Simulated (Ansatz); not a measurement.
# ClFH₃OSi₂ radical: how energies converge with the basis set

How large a basis does ClFH₃OSi₂ radical need? Two functionals are run in growing sets.

Method: one geometry, several basis sets; program: Ansatz 0.2.0, Gaussian basis.

The runs, in order: PBE0-D4/def2-SVP; ωB97M-V/def2-SVP; PBE0-D4/def2-QZVPP; ωB97M-V/def2-QZVPP; the functionals' def2-TZVPP values are taken from earlier runs.

## 1. The relaxed structure

The geometry comes from an earlier relaxation with PBE0-D4 in a triple-zeta def2 set; it is a stationary point, not always the lowest conformer.

SMILES `F[Si](Cl)O[SiH3]`, 8 atoms, charge 0, spin multiplicity 2.

Atoms are counted from 1 here; the program's logs count them from 0.

Bond lengths: F1–Si2 1.595 Å, Si2–Cl3 2.047 Å, Si2–O4 1.609 Å, O4–Si5 1.649 Å, Si5–H6 1.483 Å, Si5–H7 1.482 Å, Si5–H8 1.481 Å. Angles: F1–Si2–Cl3 107.7°, F1–Si2–O4 109.0°, Cl3–Si2–O4 109.5°, Si2–O4–Si5 150.3°, O4–Si5–H6 109.6°, O4–Si5–H7 109.3°, O4–Si5–H8 107.6°, H6–Si5–H7 109.9°, H6–Si5–H8 110.1°, H7–Si5–H8 110.3°.

## 2. PBE0-D4 in def2-SVP

Input file in.yaml:

```yaml
crystal:
  periodic: [false, false, false]
  atoms:
    - {symbol: F, position_ang: [-1.121324, 1.008719, -1.921490]}
    - {symbol: Si, position_ang: [-1.302592, -0.398647, -1.193575]}
    - {symbol: Cl, position_ang: [-0.844233, -1.863547, -2.547729]}
    - {symbol: O, position_ang: [-0.285380, -0.478872, 0.050638]}
    - {symbol: Si, position_ang: [0.697592, 0.262725, 1.147587]}
    - {symbol: H, position_ang: [0.004888, 1.444701, 1.716436]}
    - {symbol: H, position_ang: [1.949421, 0.685613, 0.475405]}
    - {symbol: H, position_ang: [0.993829, -0.717792, 2.216930]}
basis:
  gaussian: {orbitals: def2-SVP}
magnetization: {spin_polarized: true, initial_magnetization: 1}
hamiltonian: {xc: pbe0, dispersion: d4}
output: {orbitals: {seedname: orbitals}}
```

The run is started by

```bash
ansatz run in.yaml --threads 4 --pin off --events-out ev --progress --plain --max-ram 10444MiB
```

Further steps of the session: ωB97M-V in def2-SVP; PBE0-D4 in def2-QZVPP; ωB97M-V in def2-QZVPP.

Before running them: what should the planned runs give, taken together? Wanted: PBE0-D4: double and triple zeta above quadruple; ωB97M-V: double and triple zeta above quadruple.

**Answer**, as computed:

| quantity | value |
| --- | --- |
| PBE0-D4: double and triple zeta above quadruple | 17.56, 1.21 eV |
| ωB97M-V: double and triple zeta above quadruple | 17.54, 1.13 eV |

PBE0-D4 gains 16.35 eV from double to triple zeta, then 1.21 eV more. Total energies overstate the basis error of differences, where much of it tends to cancel.
